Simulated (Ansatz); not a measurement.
**Br3HOZr: small, medium and large basis sets**

The task here is to estimate one member of a computed series from the others.

The runs use Ansatz 0.2.0, Gaussian basis; one geometry, several basis sets.

Plan: PBE0-D4/def2-SVP; ωB97M-V/def2-SVP; PBE0-D4/def2-QZVPP; ωB97M-V/def2-QZVPP; the functionals' def2-TZVPP values are taken from earlier runs.

## Structure used throughout

An earlier PBE0-D4 in a triple-zeta def2 set relaxation fixed the geometry. Zr takes the def2 core potential; no spin-orbit term is included.

SMILES `[OH][Zr]([Br])([Br])[Br]`, 6 atoms, charge 0, spin multiplicity 1.

Atoms are counted from 1 here; the program's logs count them from 0.

Bond lengths: O1–Zr2 1.874 Å, O1–H6 0.954 Å, Zr2–Br3 2.489 Å, Zr2–Br4 2.489 Å, Zr2–Br5 2.489 Å. Angles: Zr2–O1–H6 179.9°, O1–Zr2–Br3 109.0°, O1–Zr2–Br4 109.0°, O1–Zr2–Br5 109.0°, Br3–Zr2–Br4 109.9°, Br3–Zr2–Br5 109.9°, Br4–Zr2–Br5 109.9°.

The first run:

in.yaml

```yaml
crystal:
  periodic: [false, false, false]
  atoms:
    - {symbol: O, position_ang: [-0.020183, 0.199506, 1.482634]}
    - {symbol: Zr, position_ang: [0.004809, -0.050227, -0.374410]}
    - {symbol: Br, position_ang: [1.872706, -1.587513, -0.961542]}
    - {symbol: Br, position_ang: [-2.164316, -1.040235, -1.089843]}
    - {symbol: Br, position_ang: [0.338848, 2.152300, -1.485424]}
    - {symbol: H, position_ang: [-0.031856, 0.326169, 2.428575]}
basis:
  gaussian: {orbitals: def2-SVP}
hamiltonian: {xc: pbe0, dispersion: d4}
output: {orbitals: {seedname: orbitals}}
```

The run is started by

```bash
> ansatz run in.yaml --threads 4 --pin off --events-out ev --progress --plain --max-ram 11315MiB
```

Steps of the session up to this table: PBE0-D4 in def2-SVP; ωB97M-V in def2-SVP; PBE0-D4 in def2-QZVPP; ωB97M-V in def2-QZVPP.

One of the session's tables, all rows but one given; the rest of the session is left out.

It belongs to the step «Functionals by basis». 

| functional | basis | HOMO (eV) | LUMO (eV) |
| --- | --- | --- | --- |
| PBE0-D4 | def2-SVP | -8.51 | -2.15 |
| PBE0-D4 | def2-TZVPP | -8.56 | -2.21 |
| PBE0-D4 | def2-QZVPP | -8.56 | -2.21 |
| ωB97M-V | def2-SVP | -10.60 | -0.12 |
| ωB97M-V | def2-TZVPP | ? | ? |
| ωB97M-V | def2-QZVPP | -10.68 | -0.23 |

Q: Estimate the row for ωB97M-V, def2-TZVPP from the others.

The run gave: HOMO (eV): -10.68; LUMO (eV): -0.22.
